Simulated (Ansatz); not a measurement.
**C2H7InO2S: a ladder of functionals and wavefunction methods**

One table from this session's results is given with a row withheld; the runs are named, their logs left out.

Computed with Ansatz 0.2.0, Gaussian basis. Level: functionals in def2-TZVPP, the program's frozen cores in correlated methods.

Plan: PBE-D4, r2SCAN-D4, PBE0-D4, B3LYP-D4, ωB97X-V, ωB97M-V, B2PLYP; CCSD(T)/def2-TZVPP; MP2/def2-QZVPP; extrapolation to the limit.

## The geometry

The geometry comes from an earlier relaxation with PBE0-D4 in a triple-zeta def2 set; it is a stationary point, not always the lowest conformer. In takes the def2 core potential; no spin-orbit term is included.

SMILES `C[O][In]([SH])[O]C`, 13 atoms, charge 0, spin multiplicity 1.

Atoms are counted from 1 here; the program's logs count them from 0.

Bond lengths: C1–O2 1.408 Å, C1–H7 1.097 Å, C1–H8 1.095 Å, C1–H9 1.097 Å, O2–In3 1.970 Å, In3–S4 2.362 Å, In3–O5 1.977 Å, S4–H10 1.345 Å, O5–C6 1.405 Å, C6–H11 1.098 Å, C6–H12 1.095 Å, C6–H13 1.098 Å. Angles: O2–C1–H7 113.4°, O2–C1–H8 108.2°, O2–C1–H9 111.7°, H7–C1–H8 107.8°, H7–C1–H9 107.7°, H8–C1–H9 107.8°, C1–O2–In3 121.5°, O2–In3–S4 121.4°, O2–In3–O5 114.6°, S4–In3–O5 124.0°, In3–S4–H10 92.0°, In3–O5–C6 122.2°, O5–C6–H11 112.7°, O5–C6–H12 108.3°, O5–C6–H13 112.9°, H11–C6–H12 107.5°, H11–C6–H13 107.7°, H12–C6–H13 107.5°.

The first run:

in.yaml

```yaml
crystal:
  periodic: [false, false, false]
  atoms:
    - {symbol: C, position_ang: [0.057229, 1.188873, 2.348772]}
    - {symbol: O, position_ang: [-1.050909, 0.778113, 1.582682]}
    - {symbol: In, position_ang: [-0.824273, -0.140627, -0.144840]}
    - {symbol: S, position_ang: [-2.679929, -0.942198, -1.367184]}
    - {symbol: O, position_ang: [1.049984, -0.293272, -0.754358]}
    - {symbol: C, position_ang: [1.392559, -0.878192, -1.984724]}
    - {symbol: H, position_ang: [0.878403, 1.592820, 1.744170]}
    - {symbol: H, position_ang: [-0.272956, 1.976365, 3.034495]}
    - {symbol: H, position_ang: [0.460714, 0.365906, 2.951992]}
    - {symbol: H, position_ang: [-3.541573, -0.525599, -0.422549]}
    - {symbol: H, position_ang: [0.991795, -0.324007, -2.844050]}
    - {symbol: H, position_ang: [2.484098, -0.878399, -2.073180]}
    - {symbol: H, position_ang: [1.054858, -1.919792, -2.071215]}
basis:
  gaussian: {orbitals: def2-TZVPP}
hamiltonian: {xc: pbe, dispersion: d4}
output: {forces: true, orbitals: {seedname: orbitals}}
```

The run is started by

```console
> ansatz run in.yaml --threads 2 --pin off --events-out ev --progress --plain --max-ram 22528MiB --backend cuda --devices 0, --max-vram 18GiB
```

Steps of the session up to this table: PBE-D4 (GGA); r2SCAN-D4 (meta-GGA); PBE0-D4 (hybrid); B3LYP-D4 (hybrid); ωB97X-V (range-separated); ωB97M-V (range-separated); B2PLYP (double hybrid); CCSD(T) in def2-TZVPP; MP2 in def2-QZVPP.

One table of the session follows, with a row left open; its other results are not shown here.

| method | atomisation energy (kcal/mol) |
| --- | --- |
| PBE-D4 | 1098.2 |
| r2SCAN-D4 | 1079.5 |
| PBE0-D4 | 1072.4 |
| B3LYP-D4 | ? |
| ωB97X-V | 1080.7 |
| ωB97M-V | 1078.9 |
| B2PLYP | 1061.0 |
| HF/def2-TZVPP | 749.3 |
| MP2/def2-TZVPP | 1067.8 |
| CCSD/def2-TZVPP | 1030.1 |
| CCSD(T)/def2-TZVPP | 1049.4 |
| MP2/CBS | 1100.5 |
| CCSD(T)/CBS | 1082.1 |

Estimate the missing values for B3LYP-D4.

As computed: atomisation energy (kcal/mol): 1069.8. In the column «atomisation energy (kcal/mol)» it lies between MP2/def2-TZVPP (1067.8) and PBE0-D4 (1072.4).
